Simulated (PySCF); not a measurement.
# C6H5FS: magnetic properties

Aim: compute the magnetic properties of C6H5FS (`C=Cc1csc(F)c1`).

Computed with PySCF 2.14.0 and routines of our own; the level stands in each step. Atoms count from 0.

### 1 The system as given

13 atoms, charge 0, multiplicity 1; geometry from: GFN2-xTB.

### 2 Magnetic properties: GIAO HF/pcSseg-1

What the job is given:

```
{"job": {"kind": "mag", "xc": "HF", "basis": "pcSseg-1", "isotopologues": 2}, "charge": 0, "multiplicity": 1}
C      2.136491    -0.734765     0.400361
C      1.429211     0.268445    -0.105763
C     -0.017649     0.333615    -0.165357
C     -0.685631     1.398265    -0.702736
S     -2.395131     1.231590    -0.653558
C     -2.205422    -0.311203     0.109910
F     -3.285084    -1.021595     0.439251
C     -0.917627    -0.666350     0.309675
H      1.675188    -1.610772     0.822345
H      3.212347    -0.712218     0.409356
H      1.935563     1.130661    -0.519827
H     -0.262359     2.284963    -1.131438
H     -0.624286    -1.590150     0.770053
```

Level: GIAO HF/pcSseg-1 magnetisability, rotational g tensor and spin-rotation constants, non-relativistic, gas phase.

The run is started by

```console
> OMP_NUM_THREADS=1 python excited_run.py task.json out
```

One launch serves the whole session: the jobs run in the order shown.

Output:

```text
final grid: 117464 points
cycle   1  E = -726.8154886670  dE =  2.396e+00  |g| = 6.639e-01  |ddm| = 3.570e+00
cycle   2  E = -726.9194008151  dE = -1.039e-01  |g| = 3.757e-01  |ddm| = 8.027e-01
cycle   3  E = -726.9475281715  dE = -2.813e-02  |g| = 8.434e-02  |ddm| = 3.516e-01
cycle   4  E = -726.9502556950  dE = -2.728e-03  |g| = 1.853e-02  |ddm| = 1.586e-01
cycle   5  E = -726.9504105353  dE = -1.548e-04  |g| = 6.871e-03  |ddm| = 3.344e-02
cycle   6  E = -726.9504402884  dE = -2.975e-05  |g| = 2.903e-03  |ddm| = 1.455e-02
cycle   7  E = -726.9504472110  dE = -6.923e-06  |g| = 1.054e-03  |ddm| = 7.972e-03
cycle   8  E = -726.9504482023  dE = -9.913e-07  |g| = 3.964e-04  |ddm| = 3.251e-03
cycle   9  E = -726.9504483449  dE = -1.427e-07  |g| = 1.376e-04  |ddm| = 1.351e-03
cycle  10  E = -726.9504483605  dE = -1.555e-08  |g| = 4.554e-05  |ddm| = 4.297e-04
cycle  11  E = -726.9504483626  dE = -2.119e-09  |g| = 1.667e-05  |ddm| = 1.731e-04
cycle  12  E = -726.9504483628  dE = -1.824e-10  |g| = 5.507e-06  |ddm| = 4.083e-05
converged SCF energy = -726.9504483628

Magnetisability tensor (1e-30 J/T^2)
    -1079.12       20.88        2.60
       20.88    -1163.34     -287.87
        2.60     -287.87    -1607.11
isotropic -1283.19   principal values   -1748.88  -1083.90  -1016.79
isotropic susceptibility -77.276 1e-6 cm^3/mol

Inertial axes            a          b          c
rot. const./GHz      3.5801     1.2124     0.9057
chi total           -65.135    -61.371   -105.320
chi diamagnetic    -420.804  -1050.449  -1367.761
chi paramagnetic    355.669    989.078   1262.441
quadrupole/D A        0.861      6.624     -7.485
g nuclear            0.5477     0.5422     0.5435
g electronic        -0.5982    -0.5634    -0.5372
g total             -0.0505    -0.0212     0.0064

Spin-rotation constants (kHz, H = +C I.J)
atom  isotope        aa         bb         cc
  6    19F        3.748      1.091      0.151
  8     1H       -0.266      0.077     -0.104
  9     1H        0.322     -0.130     -0.103
 10     1H       -0.208      0.073     -0.102
 11     1H       -0.280      0.088     -0.109
 12     1H       -0.288      0.097     -0.101
  0    13C*       1.476      0.400      0.103
  1    13C*       1.559      0.459      0.115
  2    13C*       1.578      0.480      0.114
  3    13C*       1.296      0.444      0.127
  4    33S*       1.287      0.358      0.243
  5    13C*       1.417      0.579      0.225
  7    13C*       1.063      0.479      0.105
* in the singly substituted isotopologue

Isotopologues: g along a, b, c
2H    at 8,9,10,11,12      -0.0458    -0.0197     0.0058
13C   at 0                 -0.0504    -0.0207     0.0063
```

It took 17 s on 1 thread of Arm Neoverse V1, shared host; peak memory 0.8 GiB.

In short:

```
              quantity                     value
       magnetisability          -1283·10⁻³⁰ J/T²
  molar susceptibility        -77.3·10⁻⁶ cm³/mol
rotational g (a, b, c)  -0.0505, -0.0212, 0.0064
```

### 3 Magnetic properties: GIAO wB97X-D/def2-SVP in chloroform

Settings changed since step 2:

```diff
@@ -1,2 +1,2 @@
-{"job": {"kind": "mag", "xc": "HF", "basis": "pcSseg-1", "isotopologues": 2}, "charge": 0, "multiplicity": 1}
+{"job": {"kind": "mag", "xc": "wB97X-D", "basis": "def2-SVP", "solvent": "chloroform"}, "charge": 0, "multiplicity": 1}
 C      2.136491    -0.734765     0.400361
```

Method: GIAO wB97X-D/def2-SVP magnetisability, non-relativistic, IEF-PCM chloroform.

Output:

```text
coarse grid: 12328 points
cycle   1  E = -728.9917029362  dE =  1.699e+00  |g| = 5.554e-01  |ddm| = 4.198e+00
cycle   2  E = -728.9981516796  dE = -6.449e-03  |g| = 5.932e-01  |ddm| = 1.020e+00
cycle   3  E = -729.0634205710  dE = -6.527e-02  |g| = 4.533e-02  |ddm| = 5.237e-01
cycle   4  E = -729.0639663442  dE = -5.458e-04  |g| = 2.061e-02  |ddm| = 8.350e-02
cycle   5  E = -729.0640759154  dE = -1.096e-04  |g| = 7.800e-03  |ddm| = 3.047e-02
cycle   6  E = -729.0640927175  dE = -1.680e-05  |g| = 1.349e-03  |ddm| = 1.111e-02
cycle   7  E = -729.0640938861  dE = -1.169e-06  |g| = 7.354e-04  |ddm| = 3.519e-03
final grid: 117464 points
cycle   8  E = -729.1494261809  dE = -8.873e-05  |g| = 6.575e-03  |ddm| = 4.274e-02
cycle   9  E = -729.1494276606  dE = -1.480e-06  |g| = 6.496e-03  |ddm| = 1.412e-02
cycle  10  E = -729.1494348868  dE = -7.226e-06  |g| = 6.032e-04  |ddm| = 6.102e-03
cycle  11  E = -729.1494349796  dE = -9.277e-08  |g| = 2.237e-04  |ddm| = 1.151e-03
cycle  12  E = -729.1494349958  dE = -1.620e-08  |g| = 6.047e-05  |ddm| = 3.890e-04
cycle  13  E = -729.1494349973  dE = -1.496e-09  |g| = 2.351e-05  |ddm| = 1.137e-04
cycle  14  E = -729.1494349976  dE = -3.336e-10  |g| = 7.807e-06  |ddm| = 6.246e-05
converged SCF energy = -729.1494349976

Magnetisability tensor (1e-30 J/T^2)
    -1006.65       17.15        4.88
       17.15    -1103.72     -294.16
        4.88     -294.16    -1557.04
isotropic -1222.47   principal values   -1701.94  -1009.89   -955.58
isotropic susceptibility -73.619 1e-6 cm^3/mol

Inertial axes            a          b          c
rot. const./GHz      3.5801     1.2124     0.9057
chi total           -60.728    -57.635   -102.493
chi diamagnetic    -417.195  -1046.740  -1364.662
chi paramagnetic    356.466    989.106   1262.169
quadrupole/D A        0.628      6.222     -6.850
```

Wall time 27 s (1 thread of Arm Neoverse V1, shared host); peak memory 0.74 GiB.

From this job:

```
            quantity               value
     magnetisability    -1222·10⁻³⁰ J/T²
molar susceptibility  -73.6·10⁻⁶ cm³/mol
```

### 4 Summary of results

| quantity | value |
| --- | --- |
| magnetisability (step 2, GIAO HF/pcSseg-1) | -1283·10⁻³⁰ J/T² |
| molar susceptibility (step 2, GIAO HF/pcSseg-1) | -77.3·10⁻⁶ cm³/mol |
| rotational g (a, b, c) (step 2, GIAO HF/pcSseg-1) | -0.0505, -0.0212, 0.0064 |

The values above hold for this geometry and these levels alone. Vibrational averaging and real surroundings are missing from these values.
